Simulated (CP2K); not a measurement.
# HfGe (P4/mmm) in CP2K: further runs

The runs below take HfGe through band structure, with PW91, SCAN.

All numbers are computed with CP2K 2026.2; they aren't measurements. Logs are shortened: lines on timing, memory, paths and dates and some standing lists are left out, and cuts for length are marked.

## (1) The crystal as given

Symmetry: P4/mmm, No. 123, tetragonal system. Conventional cell: a = 3.220 Å, b = 3.220 Å, c = 4.108 Å, α = 90.00°, β = 90.00°, γ = 90.00°. Around Hf (site symmetry 4/mmm) lie 4 Ge at 2.28 Å. Ge (site symmetry 4/mmm) is surrounded by 4 Hf at 2.28 Å.

The cell was built by a generator and needn't be a form met in nature.

## (2) Band structure, PW91

hfge_bands.inp reads:

```
&GLOBAL
  PROJECT hfge_bands
  RUN_TYPE ENERGY_FORCE
  PRINT_LEVEL LOW
&END GLOBAL
&FORCE_EVAL
  METHOD QS
  STRESS_TENSOR ANALYTICAL
  &DFT
    BASIS_SET_FILE_NAME BASIS_MOLOPT_UZH
    POTENTIAL_FILE_NAME POTENTIAL_UZH
    &MGRID
      CUTOFF 675
      REL_CUTOFF 60
      NGRIDS 4
    &END MGRID
    &QS
      METHOD GPW
      EPS_DEFAULT 1.0E-10
    &END QS
    &KPOINTS
      SCHEME MONKHORST-PACK 8 8 7
      GAMMA_CENTERED T
      SYMMETRY T
      SYMMETRY_BACKEND SPGLIB
    &END KPOINTS
    &SCF
      SCF_GUESS ATOMIC
      EPS_SCF 1.0E-6
      MAX_SCF 100
      ADDED_MOS 13
      CHOLESKY OFF
      EPS_EIGVAL 1.0E-7
      &DIAGONALIZATION ON
        ALGORITHM STANDARD
      &END DIAGONALIZATION
      &MIXING ON
        METHOD BROYDEN_MIXING
        ALPHA 0.4
        BETA 1.5
        NBUFFER 8
      &END MIXING
      &SMEAR ON
        METHOD FERMI_DIRAC
        ELECTRONIC_TEMPERATURE [K] 580.226
      &END SMEAR
    &END SCF
    &XC
      &XC_FUNCTIONAL
        &GGA_X_PW91
        &END GGA_X_PW91
        &GGA_C_PW91
        &END GGA_C_PW91
      &END XC_FUNCTIONAL
    &END XC
    &PRINT
      &KPOINTS ON
      &END KPOINTS
      &MULLIKEN ON
      &END MULLIKEN
      &MO ON
        ENERGIES T
        OCCUPATION_NUMBERS T
        &EACH
          QS_SCF 0
        &END EACH
        ADD_LAST NUMERIC
      &END MO
      &LOWDIN ON
      &END LOWDIN
      &HIRSHFELD ON
        SHAPE_FUNCTION DENSITY
      &END HIRSHFELD
      &BAND_STRUCTURE
        FILE_NAME bands.bs
        ADDED_MOS 6
        &KPOINT_SET
          UNITS B_VECTOR
          NPOINTS 6
          SPECIAL_POINT GAMMA 0.00000000 0.00000000 0.00000000
          SPECIAL_POINT X 0.00000000 0.50000000 0.00000000
          SPECIAL_POINT M 0.50000000 0.50000000 0.00000000
          SPECIAL_POINT GAMMA 0.00000000 0.00000000 0.00000000
          SPECIAL_POINT Z 0.00000000 0.00000000 0.50000000
          SPECIAL_POINT R 0.00000000 0.50000000 0.50000000
          SPECIAL_POINT A 0.50000000 0.50000000 0.50000000
          SPECIAL_POINT Z 0.00000000 0.00000000 0.50000000
        &END KPOINT_SET
        &KPOINT_SET
          UNITS B_VECTOR
          NPOINTS 6
          SPECIAL_POINT X 0.00000000 0.50000000 0.00000000
          SPECIAL_POINT R 0.00000000 0.50000000 0.50000000
        &END KPOINT_SET
        &KPOINT_SET
          UNITS B_VECTOR
          NPOINTS 6
          SPECIAL_POINT M 0.50000000 0.50000000 0.00000000
          SPECIAL_POINT A 0.50000000 0.50000000 0.50000000
        &END KPOINT_SET
      &END BAND_STRUCTURE
    &END PRINT
  &END DFT
  &SUBSYS
    &CELL
      ABC 3.2196660000 3.2196660000 4.1084277000
      ALPHA_BETA_GAMMA 90.0000000000 90.0000000000 90.0000000000
      PERIODIC XYZ
    &END CELL
    &COORD
      SCALED
      Hf  0.5000000000 0.5000000000 0.0000000000
      Ge  0.0000000000 0.0000000000 0.0000000000
    &END COORD
    &KIND Hf
      BASIS_SET TZVP-MOLOPT-PBE-GTH-q12
      POTENTIAL GTH-PBE-q12
    &END KIND
    &KIND Ge
      BASIS_SET TZVP-MOLOPT-PBE-GTH-q4
      POTENTIAL GTH-PBE-q4
    &END KIND
    &PRINT
      &ATOMIC_COORDINATES ON
      &END ATOMIC_COORDINATES
      &CELL ON
      &END CELL
    &END PRINT
  &END SUBSYS
  &PRINT
    &FORCES ON
    &END FORCES
    &STRESS_TENSOR ON
    &END STRESS_TENSOR
  &END PRINT
&END FORCE_EVAL
```

Potentials or basis: POTENTIAL_UZH Hf GTH-PBE-q12, Ge GTH-PBE-q4; TZVP-MOLOPT-PBE-GTH basis.

Started as:

```console
> OMP_NUM_THREADS=1 cp2k.psmp -i hfge_bands.inp -o hfge_bands.out
```

hfge_bands.out:

```text

 CP2K| version string:                                       CP2K version 2026.2
 CP2K| Input file name                                            hfge_bands.inp

 GLOBAL| Force Environment number                                              1
 GLOBAL| Basis set file name                                    BASIS_MOLOPT_UZH
 GLOBAL| Potential file name                                       POTENTIAL_UZH
 GLOBAL| MM Potential file name                                     MM_POTENTIAL
 GLOBAL| Coordinate file name                                      __STD_INPUT__
 GLOBAL| Method name                                                        CP2K
 GLOBAL| Project name                                                 hfge_bands
 GLOBAL| Run type                                                   ENERGY_FORCE
 GLOBAL| FFT library                                                       FFTW3
[... 6 lines left out ...]
 GLOBAL| Total number of message passing processes                             1
 GLOBAL| Number of threads for this process                                    1
 GLOBAL| CPU model name                                                  UNKNOWN

 CELL| Volume [angstrom^3]:                                            42.588985
 CELL| Vector a [angstrom]:       3.220     0.000     0.000   |a| =     3.219666
 CELL| Vector b [angstrom]:       0.000     3.220     0.000   |b| =     3.219666
 CELL| Vector c [angstrom]:       0.000     0.000     4.108   |c| =     4.108428
 CELL| Angle (b,c), alpha [degree]:                                    90.000000
 CELL| Angle (a,c), beta  [degree]:                                    90.000000
 CELL| Angle (a,b), gamma [degree]:                                    90.000000
 CELL| Numerically orthorhombic:                                             YES
 CELL| Periodicity                                                           XYZ

 CELL_REF| Volume [angstrom^3]:                                        42.588985
 CELL_REF| Vector a [angstrom     3.220     0.000     0.000   |a| =     3.219666
 CELL_REF| Vector b [angstrom     0.000     3.220     0.000   |b| =     3.219666
 CELL_REF| Vector c [angstrom     0.000     0.000     4.108   |c| =     4.108428
 CELL_REF| Angle (b,c), alpha [degree]:                                90.000000
 CELL_REF| Angle (a,c), beta  [degree]:                                90.000000
 CELL_REF| Angle (a,b), gamma [degree]:                                90.000000
 CELL_REF| Numerically orthorhombic:                                         YES
 CELL_REF| Periodicity                                                       XYZ

[... 9 lines left out ...]

  Total number of            - Atomic kinds:                                   2
                             - Atoms:                                          2
                             - Shell sets:                                     2
                             - Shells:                                        18
                             - Primitive Cartesian functions:                  9
                             - Cartesian basis functions:                     59
                             - Spherical basis functions:                     52

  Maximum angular momentum of- Orbital basis functions:                        3
                             - Local part of the GTH pseudopotential:          2
[... 510 lines left out ...]
 MO|     21               1.023859              27.860615               0.000000
 MO| Sum:                                                              16.000000
 MO| E(Fermi):            0.262718 a.u.          7.148918 eV

 [... the levels of further k-points ...]

 !-----------------------------------------------------------------------------!
                     Mulliken Population Analysis

 #  Atom  Element  Kind  Atomic population                           Net charge
       1     Hf       1         11.860782                              0.139218
       2     Ge       2          4.139218                             -0.139218
 # Total charge                             16.000000                 -0.000000

 !-----------------------------------------------------------------------------!

 !-----------------------------------------------------------------------------!
                           Hirshfeld Charges

  #Atom  Element  Kind  Ref Charge     Population                    Net charge
      1       Hf     1      12.000         11.818                         0.182
      2       Ge     2       4.000          4.182                        -0.182

  Total Charge                                                            0.000
 !-----------------------------------------------------------------------------!

 LOWDIN POPULATION ANALYSIS

 #  Atom  Element  Kind  Atomic population                           Net charge
       1     Hf       1         12.612730                             -0.612730
       2     Ge       2          3.387270                              0.612730
 # Total charge                             16.000000                 -0.000000

 KPOINTS| Band Structure Calculation
 KPOINTS| Number of k-point sets                                               3
 KPOINTS| Number of added MOs/bands                                            6
 KPOINTS| Number of k-points in set    1                                      43
 KPOINTS| In units of b-vector [2pi/Bohr]
 KPOINTS| Special point     1       GAMMA     0.000000     0.000000     0.000000
 KPOINTS| Special point     2           X     0.000000     0.500000     0.000000
 KPOINTS| Special point     3           M     0.500000     0.500000     0.000000
 KPOINTS| Special point     4       GAMMA     0.000000     0.000000     0.000000
 KPOINTS| Special point     5           Z     0.000000     0.000000     0.500000
 KPOINTS| Special point     6           R     0.000000     0.500000     0.500000
 KPOINTS| Special point     7           A     0.500000     0.500000     0.500000
 KPOINTS| Special point     8           Z     0.000000     0.000000     0.500000
 KPOINTS| Number of k-points in set    2                                       7
 KPOINTS| In units of b-vector [2pi/Bohr]
 KPOINTS| Special point     1           X     0.000000     0.500000     0.000000
 KPOINTS| Special point     2           R     0.000000     0.500000     0.500000
 KPOINTS| Number of k-points in set    3                                       7
 KPOINTS| In units of b-vector [2pi/Bohr]
 KPOINTS| Special point     1           M     0.500000     0.500000     0.000000
 KPOINTS| Special point     2           A     0.500000     0.500000     0.500000

 ENERGY| Total FORCE_EVAL ( QS ) energy [hartree]            -53.105258902645183

 FORCES| Atomic forces [hartree/bohr]
 FORCES|   Atom     x               y               z               |f|
 FORCES|      1 -3.55164730E-09 -3.55188027E-09  1.72987194E-09   5.31248613E-09
 FORCES|      2  1.26012368E-10  1.26121593E-10  4.56802821E-11   1.84044726E-10
 FORCES| Sum    -3.42563493E-09 -3.42575867E-09  1.77555222E-09
 FORCES| Total atomic force                                       5.15978516E-09

 STRESS| Analytical stress tensor [bar]
 STRESS|                        x                   y                   z
 STRESS|      x        9.30448011850E+05   2.20867882567E-03  -1.07549914187E-03
 STRESS|      y        2.20867882567E-03   9.30448011849E+05  -1.07519332238E-03
 STRESS|      z       -1.07549914187E-03  -1.07519332238E-03  -1.58900747060E+04
 STRESS| 1/3 Trace                                             6.15001982998E+05
 STRESS| Determinant                                          -1.37565700343E+16

 STRESS| Eigenvectors and eigenvalues of the analytical stress tensor [bar]
 STRESS|                        1                   2                   3
 STRESS| Eigenvalues  -1.58900747060E+04   9.30448009641E+05   9.30448014058E+05
 STRESS|      x           0.000000001136     -0.707087577417      0.707125984434
 STRESS|      y           0.000000001136      0.707125984434      0.707087577417
 STRESS|      z           1.000000000000      0.000000000000     -0.000000001607
```

Wall time 34 s (1 thread of Arm Neoverse V2, shared host); peak memory 0.35 GiB.

What came out:

```yaml
Free_energy: -1445.0676 eV
Pressure: 61.5 GPa
Band_gap_on_the_k_mesh: none (metal or under the smearing width)
Mulliken_charges: Hf +0.14; Ge -0.14 e
Hirshfeld_charges: Hf +0.18; Ge -0.18 e
```

Stress tensor (GPa, compression positive):
```
93.04  0.00  0.00
 0.00 93.04  0.00
 0.00  0.00 -1.59
```

Levels at the corners of the path, in eV from the Fermi level:
| point | band 6 | band 7 | band 8 | band 9 | band 10 | band 11 |
| --- | --- | --- | --- | --- | --- | --- |
| Γ | -1.59 | -1.45 | 0.04 | 3.50 | 3.54 | 3.54 |
| X | -5.50 | -1.91 | -1.89 | 0.02 | 4.08 | 5.87 |
| M | -0.46 | -0.46 | 0.80 | 0.80 | 1.05 | 2.77 |
| Γ | -1.59 | -1.45 | 0.04 | 3.50 | 3.54 | 3.54 |
| Z | -3.34 | -1.47 | 2.81 | 2.97 | 2.97 | 3.52 |
| R | -5.16 | -3.51 | -1.84 | 1.83 | 3.51 | 3.65 |
| A | -0.44 | -0.44 | 0.19 | 0.19 | 0.68 | 4.07 |
| Z | -3.34 | -1.47 | 2.81 | 2.97 | 2.97 | 3.52 |
| X | -5.50 | -1.91 | -1.89 | 0.02 | 4.08 | 5.87 |
| R | -5.16 | -3.51 | -1.84 | 1.83 | 3.51 | 3.65 |
| M | -0.46 | -0.46 | 0.80 | 0.80 | 1.05 | 2.77 |
| A | -0.44 | -0.44 | 0.19 | 0.19 | 0.68 | 4.07 |

Caveat: Mulliken charges move with the basis; a pressure of tens of GPa on the cell as given is suspect, and the run, the potentials or the cell itself is likely at fault; the potentials were made for another functional, which shifts forces and pressure; spin-orbit coupling is left out, which moves the levels of the heavy elements; the basis of atomic orbitals isn't converged, which shifts pressures, moduli and gaps.

## (3) Band structure, SCAN

Changes to hfge_bands.inp since step 2:

```diff
@@ -49,6 +49,6 @@
       &XC_FUNCTIONAL
-        &GGA_X_PW91
-        &END GGA_X_PW91
-        &GGA_C_PW91
-        &END GGA_C_PW91
+        &MGGA_X_SCAN
+        &END MGGA_X_SCAN
+        &MGGA_C_SCAN
+        &END MGGA_C_SCAN
       &END XC_FUNCTIONAL
```

Potentials or basis: POTENTIAL_UZH Hf GTH-PBE-q12, Ge GTH-PBE-q4; TZVP-MOLOPT-PBE-GTH basis.

Started as:

```console
> OMP_NUM_THREADS=1 cp2k.psmp -i hfge_bands.inp -o hfge_bands.out
```

Run time: 1.7 min. Hardware: 1 thread of Arm Neoverse V2, shared host; peak memory 0.35 GiB.

Results (log left out):

* Free energy: -1444.4932 eV
* Pressure: 62.5 GPa
* Band gap on the k mesh: none (metal or under the smearing width)
* Mulliken charges: Hf +0.29; Ge -0.29 e
* Hirshfeld charges: Hf +0.21; Ge -0.21 e

Stress tensor (GPa, compression positive):
```
93.89  0.00  0.00
 0.00 93.89  0.00
 0.00  0.00 -0.30
```

Levels at the corners of the path, in eV from the Fermi level:
```
point  band 6  band 7  band 8  band 9  band 10  band 11
    Γ   -1.67   -1.42   -0.15    3.59     3.80     3.80
    X   -5.85   -2.12   -2.04    0.16     4.39     6.17
    M   -0.66   -0.66    0.87    0.87     1.30     2.77
    Γ   -1.67   -1.42   -0.15    3.59     3.80     3.80
    Z   -3.64   -1.54    3.03    3.19     3.19     3.62
    R   -5.50   -3.77   -2.05    1.83     3.79     3.95
    A   -0.46   -0.46    0.04    0.04     0.59     4.39
    Z   -3.64   -1.54    3.03    3.19     3.19     3.62
    X   -5.85   -2.12   -2.04    0.16     4.39     6.17
    R   -5.50   -3.77   -2.05    1.83     3.79     3.95
    M   -0.66   -0.66    0.87    0.87     1.30     2.77
    A   -0.46   -0.46    0.04    0.04     0.59     4.39
```

Caveat: Mulliken charges move with the basis; the potentials were made for another functional, which shifts forces and pressure; a pressure of tens of GPa on the cell as given is suspect, and the run, the potentials or the cell itself is likely at fault; spin-orbit coupling is left out, which moves the levels of the heavy elements; the basis of atomic orbitals isn't converged, which shifts pressures, moduli and gaps.
